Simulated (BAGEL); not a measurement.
# GeNH3ClF (SMILES [NH2][GeH]([F])[Cl]): HF/6-31G(d) (density fitting with qzvpp-jkfit, spherical functions)

Aim: the energy change on altering one bond length of GeNH3ClF at HF/6-31G* (density fitting with qzvpp-jkfit, spherical functions), from 2 runs. 

The calculation is run with BAGEL 1.2.2.

4 further runs of the same task are left out: 2 that didn't finish, 2 set aside as unsound or not needed.

### 1 The system as given

GeNH3ClF: 7 atoms, total charge 0, spin state singlet. As SMILES, `[NH2][GeH]([F])[Cl]`. The coordinates come from a PBE0-D4/def2-TZVP relaxation. This is one conformer, not always the lowest.

Bond lengths: N1–Ge2 1.803 Å, Ge2–F3 1.738 Å, Ge2–Cl4 2.129 Å, N1–H5 1.010 Å, N1–H6 1.010 Å, Ge2–H7 1.525 Å. Angles: N1–Ge2–F3 112.3°, N1–Ge2–Cl4 107.1°, F3–Ge2–Cl4 105.2°, N1–Ge2–H7 113.5°, F3–Ge2–H7 106.3°, Cl4–Ge2–H7 112.3°, Ge2–N1–H5 115.0°, Ge2–N1–H6 115.6°, H5–N1–H6 110.1°.

### 2 A single-point energy at HF/6-31G(d) (density fitting with qzvpp-jkfit, spherical functions)

Contents of input.json:

```json
{ "bagel": [

{
  "title": "molecule",
  "basis": "6-31gs.json",
  "df_basis": "qzvpp-jkfit",
  "angstrom": true,
  "geometry": [
    { "atom": "N", "xyz": [   -0.588700,    1.020200,   -0.150600 ] },
    { "atom": "Ge", "xyz": [    0.392900,   -0.492200,   -0.136800 ] },
    { "atom": "F", "xyz": [    1.169400,   -0.760300,    1.394300 ] },
    { "atom": "Cl", "xyz": [   -0.962200,   -2.118500,   -0.367300 ] },
    { "atom": "H", "xyz": [   -1.430800,    0.987400,    0.406400 ] },
    { "atom": "H", "xyz": [   -0.080300,    1.872400,    0.039300 ] },
    { "atom": "H", "xyz": [    1.499500,   -0.509000,   -1.185400 ] }
  ]
},
{
  "title": "hf"
},
{
  "title": "print",
  "file": "orbitals.molden",
  "orbitals": true
}

]}
```

The basis set 6-31G* is read from a file made from the Basis Set Exchange's data (not shown).

Started as:

```bash
$ BAGEL_NUM_THREADS=1 BAGEL input.json > input.out
```

The log of the run:

```text
* using 1 threads per process

  ===============================================================
  ===============================================================

  *** Geometry ***

  { "atom" : "N", "xyz" : [     -1.112482,      1.927899,     -0.284593 ] },
  { "atom" : "Ge", "xyz" : [      0.742473,     -0.930123,     -0.258515 ] },
  { "atom" : "F", "xyz" : [      2.209846,     -1.436759,      2.634845 ] },
  { "atom" : "Cl", "xyz" : [     -1.818294,     -4.003385,     -0.694096 ] },
  { "atom" : "H", "xyz" : [     -2.703820,      1.865916,      0.767985 ] },
  { "atom" : "H", "xyz" : [     -0.151745,      3.538323,      0.074266 ] },
  { "atom" : "H", "xyz" : [      2.833644,     -0.961871,     -2.240081 ] },

  Number of auxiliary basis functions:      602

  Since a DF basis is specified, we compute 2- and 3-index integrals:
    o Being stored without compression. Storage requirement is 0.034 GB

  Number of basis functions:       84
  Number of electrons      :       68

    * METHOD: MOLECULE                             0.42

  *** RHF ***

  === Nuclear Repulsion ===
   393.2395146927

      * DIIS with orbital gradients will be used.

  === RHF iteration (6-31gs.json) ===
      0      -2690.03684854          0.02044395           0.13
      1      -2690.19471138          0.01298155           0.12
      2      -2690.28015523          0.00119278           0.12
      3      -2690.28127136          0.00049591           0.12
      4      -2690.28142042          0.00009057           0.12
      5      -2690.28143076          0.00003399           0.12
      6      -2690.28143223          0.00001328           0.12
      7      -2690.28143252          0.00000299           0.12
      8      -2690.28143253          0.00000128           0.12
      9      -2690.28143253          0.00000039           0.12
     10      -2690.28143253          0.00000018           0.12
     11      -2690.28143253          0.00000006           0.15
     12      -2690.28143253          0.00000002           0.13
     13      -2690.28143253          0.00000001           0.12
     14      -2690.28143253          0.00000000           0.12
    * SCF iteration converged.

    * Permanent dipole moment:
           (   -0.102473,    -1.018524,     0.252844) a.u.

    * METHOD: HF                                   2.13

    * METHOD: PRINT                                0.01

  ===============================================================
```

Run time: 2.9 s. Hardware: 1 thread of Intel Xeon Platinum 8488C (Sapphire Rapids), shared host; peak memory 0.16 GiB.

### 3 The distorted shape at the same level

Contents of job.json:

```json
{ "bagel": [

{
  "title": "molecule",
  "basis": "6-31gs.json",
  "df_basis": "qzvpp-jkfit",
  "angstrom": true,
  "geometry": [
    { "atom": "N", "xyz": [       1.037391,       2.971725,       0.125995 ] },
    { "atom": "Ge", "xyz": [       2.018991,       1.459325,       0.139795 ] },
    { "atom": "F", "xyz": [       2.795491,       1.191225,       1.670895 ] },
    { "atom": "Cl", "xyz": [      -0.962200,      -2.118500,      -0.367300 ] },
    { "atom": "H", "xyz": [       0.195291,       2.938925,       0.682995 ] },
    { "atom": "H", "xyz": [       1.545791,       3.823925,       0.315895 ] },
    { "atom": "H", "xyz": [       3.125591,       1.442525,      -0.908805 ] }
  ]
},

{
  "title": "hf",
  "charge": 0
},

{
  "title": "print",
  "file": "orbitals.molden",
  "orbitals": true
}

]}
```

The basis set 6-31G* is read from a file made from the Basis Set Exchange's data (not shown).

Started as:

```bash
$ BAGEL_NUM_THREADS=1 BAGEL job.json > job.out
```

The log of the run:

```text
* using 1 threads per process

  ===============================================================
  ===============================================================

  *** Geometry ***

  { "atom" : "N", "xyz" : [      1.960385,      5.615746,      0.238096 ] },
  { "atom" : "Ge", "xyz" : [      3.815340,      2.757725,      0.264174 ] },
  { "atom" : "F", "xyz" : [      5.282712,      2.251089,      3.157534 ] },
  { "atom" : "Cl", "xyz" : [     -1.818294,     -4.003385,     -0.694096 ] },
  { "atom" : "H", "xyz" : [      0.369047,      5.553763,      1.290673 ] },
  { "atom" : "H", "xyz" : [      2.921122,      7.226171,      0.596955 ] },
  { "atom" : "H", "xyz" : [      5.906511,      2.725977,     -1.717393 ] },

  Number of auxiliary basis functions:      602

  Since a DF basis is specified, we compute 2- and 3-index integrals:
    o Being stored without compression. Storage requirement is 0.034 GB

  Number of basis functions:       84
  Number of electrons      :       68

    * METHOD: MOLECULE                             0.40

  *** RHF ***

  === Nuclear Repulsion ===
   296.6076671493

      * DIIS with orbital gradients will be used.

  === RHF iteration (6-31gs.json) ===
      0      -2689.74465655          0.02120619           0.14
      1      -2689.32192227          0.01917767           0.12
      2      -2689.96380121          0.00756311           0.14
      3      -2690.02822828          0.00356088           0.15
      4      -2690.05129442          0.00138807           0.13
      5      -2690.05811199          0.00077882           0.12
      6      -2690.06308532          0.00075834           0.12
      7      -2690.06429980          0.00023546           0.13
      8      -2690.06455119          0.00005655           0.12
      9      -2690.06456122          0.00003193           0.12
     10      -2690.06456661          0.00002335           0.15
     11      -2690.06457083          0.00001781           0.13
     12      -2690.06457588          0.00001267           0.12
     13      -2690.06458018          0.00000560           0.12
     14      -2690.06458064          0.00000307           0.12
     15      -2690.06458067          0.00000125           0.12
     16      -2690.06458068          0.00000060           0.12
     17      -2690.06458068          0.00000036           0.12
     18      -2690.06458068          0.00000014           0.12
     19      -2690.06458068          0.00000008           0.12
     20      -2690.06458068          0.00000005           0.12
     21      -2690.06458068          0.00000004           0.13
     22      -2690.06458068          0.00000002           0.12
     23      -2690.06458068          0.00000002           0.12
     24      -2690.06458068          0.00000001           0.12
     25      -2690.06458068          0.00000001           0.12
    * SCF iteration converged.

    * Permanent dipole moment:
           (   -3.077996,    -4.785386,    -0.265395) a.u.

    * METHOD: HF                                   3.61

    * METHOD: PRINT                                0.01

  ===============================================================
```

Wall time 4.5 s (1 thread of Intel Xeon Platinum 8488C (Sapphire Rapids), shared host); peak memory 0.16 GiB.

### 4 What came out

At HF/6-31G* (density fitting with qzvpp-jkfit, spherical functions):

```
                                                           quantity           value
                                          first shape: total energy  -2690.28143 Eh
                                         first shape: dipole moment          2.68 D
                                           first shape: HOMO energy       -12.12 eV
                                           first shape: LUMO energy         3.75 eV
                                         first shape: HOMO–LUMO gap        15.86 eV
                                      distorted shape: total energy  -2690.06458 Eh
                                     distorted shape: dipole moment         14.48 D
                                       distorted shape: HOMO energy        -8.02 eV
                                       distorted shape: LUMO energy        -3.61 eV
                                     distorted shape: HOMO–LUMO gap         4.41 eV
energy change with the Ge2–Cl4 bond stretched from 2.129 to 4.685 Å        5.901 eV
```

What this shows: One bond (distorted shape) is far stretched, which a spin-restricted single reference describes badly; a broken-symmetry solution may lie lower. With the Ge2–Cl4 bond stretched from 2.129 to 4.685 Å the energy rises by 5.90 eV (569 kJ/mol). The first shape isn't relaxed at this level, so the change isn't measured from a minimum. A restricted reference can't describe the breaking bond well at this length.
